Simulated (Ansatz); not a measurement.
# Ti (Ti, omega (AlB2-type)): the cost of one run

Computed with Ansatz 0.2.0 (DFT PBEsol, plane waves (420 eV) with PAW, scalar-relativistic; PAW files made under PBE, frozen cores solved again for the functional, unless a step says otherwise).

## Step 1: The system as given

The structure is hexagonal, space group P6/mmm (No. 191). Conventional cell: a = 4.638 Å, b = 4.638 Å, c = 2.843 Å, α = 90.00°, β = 90.00°, γ = 120.00°. Ti (site symmetry 6/mmm) has 14 Ti at 2.84 to 3.03 Å as nearest neighbours. Around Ti (site symmetry -6m2) lie 11 Ti at 2.68 to 3.03 Å.

Structure file:

```cif
data_structure
_symmetry_space_group_name_H-M 'P6/mmm'
_symmetry_Int_Tables_number 191
_cell_length_a 4.6383
_cell_length_b 4.6383
_cell_length_c 2.8433
_cell_angle_alpha 90.000
_cell_angle_beta 90.000
_cell_angle_gamma 120.000
_cell_volume 52.97
loop_
_atom_site_label
_atom_site_type_symbol
_atom_site_symmetry_multiplicity
_atom_site_Wyckoff_symbol
_atom_site_fract_x
_atom_site_fract_y
_atom_site_fract_z
_atom_site_occupancy
Ti1 Ti 1 a 0.00000 0.00000 0.00000 1
Ti2 Ti 2 d 0.33333 0.66667 0.50000 1
```

## Step 2: Relaxing cell and atoms

File input.yaml:

```yaml
crystal:
  lattice:
    - [4.6382998794, 0.0, 0.0]
    - [-2.3191499397, 4.0168855259, 0.0]
    - [0.0, 0.0, 2.8432778261]
  atoms:
    - { symbol: Ti, position: [0.0, 0.0, 0.0] }
    - { symbol: Ti, position: [0.3333333333, 0.6666666667, 0.5] }
    - { symbol: Ti, position: [0.6666666667, 0.3333333333, 0.5] }
hamiltonian:
  xc: pbesol
  pseudopotentials:
    kind: paw
    azcp:
      Ti: "pseudopotentials/Ti.paw.azcp"
basis:
  ecutwfc: 420
  fft_grid_basis: typed
kpoints:
  mp_grid: { grid: [8, 8, 11], shift: [0, 0, 0] }
magnetization:
  spin_polarized: false
scf:
  occupations: { method: fermi_dirac, width: 0.1 }
relax:
  max_steps: 60
  f_tol: 0.01
  cell: {}
```

What time and memory should one allow on 2 threads of an x86-64 CPU, shared host?

About 9.2 s, with a peak of 0.4 GiB.
